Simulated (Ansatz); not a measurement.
# Al7Tl: the cost of one run

Program: Ansatz 0.2.0. Level of theory: DFT PBE, scalar-relativistic, plane waves, PAW. These are calculated values, not measurements.

### 1 Starting point

Symmetry: Pm-3m, No. 221, cubic system. Conventional cell: a = 5.401 Å, b = 5.401 Å, c = 5.401 Å, α = 90.00°, β = 90.00°, γ = 90.00°. Around Al (site symmetry 4/mmm) lie 4 Al at 2.70 Å and 2 Tl at 2.70 Å. Al (site symmetry 4/mmm) is surrounded by 6 Al at 2.70 Å. Al (site symmetry m-3m) has 6 Al at 2.70 Å as nearest neighbours. Tl (site symmetry m-3m) has 6 Al at 2.70 Å as nearest neighbours.

Structure file:

```xyz
8
Lattice="5.4005 0.0000 0.0000 0.0000 5.4005 0.0000 0.0000 0.0000 5.4005" Properties=species:S:1:pos:R:3 pbc="T T T"
Al    2.7003    0.0000    0.0000
Al    0.0000    2.7003    0.0000
Al    0.0000    0.0000    2.7003
Al    0.0000    2.7003    2.7003
Al    2.7003    0.0000    2.7003
Al    2.7003    2.7003    0.0000
Al    2.7003    2.7003    2.7003
Tl    0.0000    0.0000    0.0000
```

A structure generator made this guess: random cell by space group and Wyckoff sites (Pm-3m, No. 221). Its size is a rough estimate.

### 2 A first look at the guess

File input.yaml:

```yaml
crystal:
  lattice:
    - [5.40054709, 0.0, 0.0]
    - [0.0, 5.40054709, 0.0]
    - [0.0, 0.0, 5.40054709]
  atoms:
    - { symbol: Al, position: [0.5, 0.0, 0.0] }
    - { symbol: Al, position: [0.0, 0.5, 0.0] }
    - { symbol: Al, position: [0.0, 0.0, 0.5] }
    - { symbol: Al, position: [0.0, 0.5, 0.5] }
    - { symbol: Al, position: [0.5, 0.0, 0.5] }
    - { symbol: Al, position: [0.5, 0.5, 0.0] }
    - { symbol: Al, position: [0.5, 0.5, 0.5] }
    - { symbol: Tl, position: [0.0, 0.0, 0.0] }
basis:
  ecutwfc: 420
kpoints:
  mp_grid: { grid: [4, 4, 4] }
hamiltonian:
  xc: pbe
scf:
  occupations: { method: gaussian, width: 0.1 }
  lower_state_search: "off"
output:
  forces: true
  stress: true
  eigenvalues: true
```

Started as:

```console
$ ansatz run input.yaml --threads 1 --pin off --max-ram 2048MiB --backend cpu --events-out ev --progress --plain --runs-dir out
```

What time and memory should one allow on 1 thread of Arm Neoverse V1, shared host?

About 2.6 s, with a peak of 0.36 GiB.
